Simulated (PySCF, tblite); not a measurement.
# C₆H₁₄O: dynamics, then NMR shifts on frames, part 2 of 2

tblite 0.8.0 and PySCF 2.14.0. Atoms count from 0. Earlier steps stand in the parts before.

**6. Shielding tensors: 800 fs, PBE0/pcSseg-1**

What the job is given:

```
{"job": {"kind": "nmr", "xc": "PBE0", "basis": "pcSseg-1", "pop": false}, "charge": 0, "multiplicity": 1}
C      2.454300     0.357400    -0.434000
C      1.305700     1.009600     0.343400
C     -0.040700     0.364300     0.052300
O     -1.017900     1.228100     0.381700
C     -2.386700     0.760600     0.180400
C     -2.745500    -0.117900     1.351500
C     -3.261900     1.996900     0.098100
H      2.531300    -0.716100    -0.343000
H      2.447400     0.533000    -1.521800
H      3.373500     0.856600    -0.149400
H      1.198200     2.050000     0.074400
H      1.438800     0.957500     1.458100
H     -0.108300    -0.594400     0.592000
H     -0.153600     0.195400    -1.094500
H     -2.424300     0.290700    -0.800100
H     -2.464300     0.363300     2.283200
H     -2.349700    -1.092100     1.396200
H     -3.883600    -0.117800     1.516000
H     -3.590700     2.213200     1.128900
H     -4.182500     1.766300    -0.506600
H     -2.799500     2.740500    -0.496800
```

With the program's defaults for keys left out, this is: GIAO PBE0/pcSseg-1 NMR shielding, non-relativistic, gas phase.

Log:

```text
coarse grid: 16288 points
cycle   1  E = -311.7011678317  dE =  5.880e-01  |g| = 6.530e-01  |ddm| = 3.713e+00
cycle   2  E = -311.6264721903  dE =  7.470e-02  |g| = 9.156e-01  |ddm| = 1.519e+00
cycle   3  E = -311.7910629831  dE = -1.646e-01  |g| = 1.083e-01  |ddm| = 1.023e+00
cycle   4  E = -311.7931503323  dE = -2.087e-03  |g| = 3.456e-02  |ddm| = 9.649e-02
cycle   5  E = -311.7934187835  dE = -2.685e-04  |g| = 4.012e-03  |ddm| = 2.925e-02
cycle   6  E = -311.7934218194  dE = -3.036e-06  |g| = 1.361e-03  |ddm| = 4.121e-03
final grid: 153664 points
cycle   7  E = -311.8474126938  dE = -4.988e-05  |g| = 1.233e-02  |ddm| = 3.186e-02
cycle   8  E = -311.8473879944  dE =  2.470e-05  |g| = 1.697e-02  |ddm| = 1.975e-02
cycle   9  E = -311.8474446784  dE = -5.668e-05  |g| = 1.648e-03  |ddm| = 1.186e-02
cycle  10  E = -311.8474452487  dE = -5.703e-07  |g| = 1.729e-04  |ddm| = 1.750e-03
cycle  11  E = -311.8474452553  dE = -6.573e-09  |g| = 3.961e-05  |ddm| = 2.031e-04
cycle  12  E = -311.8474452556  dE = -3.186e-10  |g| = 1.321e-05  |ddm| = 4.860e-05
converged SCF energy = -311.8474452556

GIAO shielding tensors (ppm)
atom      isotropic    diamagn.    paramagn.     s11        s22        s33       span
  0 C      176.453     244.162     -67.710    163.481    172.200    193.676     30.194
  1 C      154.692     248.900     -94.208    138.749    154.342    170.985     32.236
  2 C      110.060     249.025    -138.965     74.254    105.219    150.707     76.453
  3 O      235.847     400.678    -164.832    182.274    204.631    320.636    138.362
  4 C      110.326     242.425    -132.099     77.529     89.681    163.767     86.238
  5 C      165.592     243.922     -78.330    145.891    158.230    192.656     46.765
  6 C      157.883     246.733     -88.850    134.000    152.354    187.295     53.295
  7 H       31.110      30.181       0.929     26.741     28.984     37.604     10.863
  8 H       30.593      29.757       0.835     26.552     28.327     36.899     10.347
  9 H       30.637      27.435       3.202     25.727     27.969     38.214     12.486
 10 H       30.226      32.585      -2.359     25.688     30.922     34.070      8.382
 11 H       29.201      31.264      -2.063     24.805     28.896     33.900      9.095
 12 H       27.762      35.051      -7.288     23.191     28.926     31.170      7.979
 13 H       27.277      33.472      -6.195     22.377     27.390     32.063      9.686
 14 H       28.371      33.130      -4.759     25.528     28.469     31.114      5.586
 15 H       30.671      30.947      -0.276     27.419     29.262     35.332      7.913
 16 H       30.586      31.220      -0.634     25.675     28.991     37.092     11.417
 17 H       29.459      26.464       2.995     25.083     27.428     35.865     10.782
 18 H       29.919      28.079       1.839     26.175     28.872     34.709      8.535
 19 H       29.649      26.741       2.908     26.226     26.943     35.778      9.552
 20 H       30.540      30.370       0.170     26.027     29.459     36.133     10.106
```

Run time: 38 s. Hardware: 1 thread of Arm Neoverse N1, shared host; peak memory 0.86 GiB.

This run: δ C2 76.9, C4 76.6, C1 32.2, C6 29.0, H13 4.44, H12 3.95 ppm.

**7. Shielding tensors: 1000 fs, PBE0/pcSseg-1**

What the job is given:

```
{"job": {"kind": "nmr", "xc": "PBE0", "basis": "pcSseg-1", "pop": false}, "charge": 0, "multiplicity": 1}
C      2.228100     0.584900    -1.180600
C      1.357900     1.536100    -0.412900
C     -0.069400     0.909000    -0.500100
O     -1.110700     1.799200    -0.178500
C     -2.409600     1.273400    -0.015500
C     -2.498600     0.187500     1.154300
C     -3.212200     2.512800     0.278800
H      2.263000    -0.399900    -0.710300
H      1.902800     0.534200    -2.215800
H      3.263100     1.057500    -1.280600
H      1.419600     2.514100    -0.891700
H      1.562000     1.637800     0.683600
H     -0.027200    -0.010400     0.133100
H     -0.308200     0.656300    -1.587100
H     -2.703600     0.760500    -0.879100
H     -2.049400     0.603700     2.078100
H     -1.931700    -0.706500     0.912800
H     -3.587000     0.122000     1.428000
H     -2.792200     2.835700     1.241700
H     -4.261500     2.281200     0.431100
H     -3.102200     3.296300    -0.444000
```

With the program's defaults for keys left out, this is: GIAO PBE0/pcSseg-1 NMR shielding, non-relativistic, gas phase.

Log:

```text
coarse grid: 16288 points
cycle   1  E = -311.7032859136  dE =  4.781e-01  |g| = 6.380e-01  |ddm| = 3.691e+00
cycle   2  E = -311.6384095954  dE =  6.488e-02  |g| = 8.792e-01  |ddm| = 1.471e+00
cycle   3  E = -311.7889494484  dE = -1.505e-01  |g| = 1.042e-01  |ddm| = 9.781e-01
cycle   4  E = -311.7908434677  dE = -1.894e-03  |g| = 3.453e-02  |ddm| = 9.353e-02
cycle   5  E = -311.7911115205  dE = -2.681e-04  |g| = 4.143e-03  |ddm| = 3.009e-02
cycle   6  E = -311.7911146281  dE = -3.108e-06  |g| = 1.691e-03  |ddm| = 4.193e-03
final grid: 153664 points
cycle   7  E = -311.8461687816  dE = -4.632e-05  |g| = 1.254e-02  |ddm| = 3.165e-02
cycle   8  E = -311.8461412137  dE =  2.757e-05  |g| = 1.757e-02  |ddm| = 2.098e-02
cycle   9  E = -311.8462013812  dE = -6.017e-05  |g| = 1.660e-03  |ddm| = 1.276e-02
cycle  10  E = -311.8462019662  dE = -5.851e-07  |g| = 1.814e-04  |ddm| = 1.782e-03
cycle  11  E = -311.8462019733  dE = -7.067e-09  |g| = 4.765e-05  |ddm| = 2.122e-04
cycle  12  E = -311.8462019738  dE = -4.864e-10  |g| = 1.738e-05  |ddm| = 5.422e-05
converged SCF energy = -311.8462019738

GIAO shielding tensors (ppm)
atom      isotropic    diamagn.    paramagn.     s11        s22        s33       span
  0 C      170.139     246.241     -76.103    156.827    168.021    185.568     28.741
  1 C      154.792     250.001     -95.209    141.795    154.761    167.820     26.025
  2 C      103.934     249.342    -145.409     62.504     99.443    149.854     87.349
  3 O      251.323     399.445    -148.122    210.760    250.525    292.684     81.925
  4 C      115.466     243.033    -127.567     85.210    101.505    159.684     74.474
  5 C      159.447     250.247     -90.800    131.482    160.985    185.874     54.393
  6 C      162.136     248.346     -86.210    142.593    157.391    186.423     43.830
  7 H       30.515      30.433       0.082     26.245     28.748     36.552     10.306
  8 H       30.674      30.555       0.119     26.426     29.429     36.168      9.742
  9 H       29.068      26.237       2.831     24.580     26.382     36.242     11.663
 10 H       29.800      31.502      -1.702     25.251     29.550     34.599      9.348
 11 H       29.226      31.485      -2.259     25.375     28.375     33.928      8.553
 12 H       27.546      35.170      -7.625     22.574     28.185     31.878      9.304
 13 H       27.253      33.702      -6.449     22.070     27.217     32.471     10.401
 14 H       29.029      33.320      -4.292     26.613     28.316     32.157      5.543
 15 H       30.693      31.913      -1.220     28.029     28.959     35.092      7.063
 16 H       29.333      32.525      -3.191     24.641     28.794     34.564      9.923
 17 H       29.676      29.177       0.499     25.676     27.897     35.455      9.779
 18 H       30.162      29.287       0.875     26.985     29.238     34.263      7.278
 19 H       30.910      27.812       3.098     26.444     28.693     37.592     11.148
 20 H       30.572      29.374       1.197     26.251     28.542     36.922     10.671
```

Run time: 38 s. Hardware: 1 thread of Arm Neoverse N1, shared host; peak memory 0.86 GiB.

Key values: δ C2 83.0, C4 71.5, C1 32.1, C5 27.5, H13 4.46, H12 4.17 ppm.

**8. Run by run: NMR shifts**

Shifts (ppm) of some atoms, chosen among heavy atoms and hydrogens apart, with basis size and wall time:

| frame | C2 | C6 | C5 | C0 | H8 | H9 | O3 | functions | time |
| --- | --- | --- | --- | --- | --- | --- | --- | --- | --- |
| 250 fs | 69.4 | 33.5 | 23.0 | 15.0 | 1.94 | 0.65 | 90.9 | 189 | 38 s |
| 425 fs | 79.1 | 21.3 | 27.1 | 13.6 | 1.37 | 1.68 | 78.5 | 189 | 38 s |
| 625 fs | 71.2 | 32.4 | 18.9 | 9.3 | -0.38 | 1.53 | 71.0 | 189 | 38 s |
| 800 fs | 76.9 | 29.0 | 21.3 | 10.5 | 1.12 | 1.08 | 100.2 | 189 | 38 s |
| 1000 fs | 83.0 | 24.8 | 27.5 | 16.8 | 1.04 | 2.65 | 84.8 | 189 | 38 s |

**9. Outcome**

The summary covers parts 1 to 2.

| quantity | value |
| --- | --- |
| thermostat | 300 K |
| mean temperature, second half | 270 K |
| mean potential energy above the minimum | 0.65 eV |
| ¹³C shifts against TMS (PBE0/pcSseg-1, 250 fs) | 72.9, 69.4, 33.5, 33.2, 23.0, 15.0 ppm |
| ¹H shifts against TMS (PBE0/pcSseg-1, 250 fs) | 3.96, 3.91, 3.87, 3.31, 2.56, 2.14, 1.94, 1.94, 1.74, 1.70, 1.69, 1.34, 0.65, 0.62 ppm |
| ¹⁷O shifts against H2O (PBE0/pcSseg-1, 250 fs) | 90.9 ppm |
| range of the shift of O3 | 71.0 to 100.2 ppm |

In the second half the potential energy averages 0.65 eV above the minimum; equipartition over 57 harmonic modes at 300 K would give 0.74 eV. With 21 atoms the temperature swings widely (142 to 360 K). Shifts at one fixed geometry are not the observed spectrum, which averages over the motion. In the first frame run (250 fs): Shielding is most anisotropic at O3 (span 96 ppm, paramagnetic term -158 ppm). In ppm, O3 moves most: its shift spreads over 29.2 ppm, from 71.0 (625 fs) to 100.2 (800 fs).
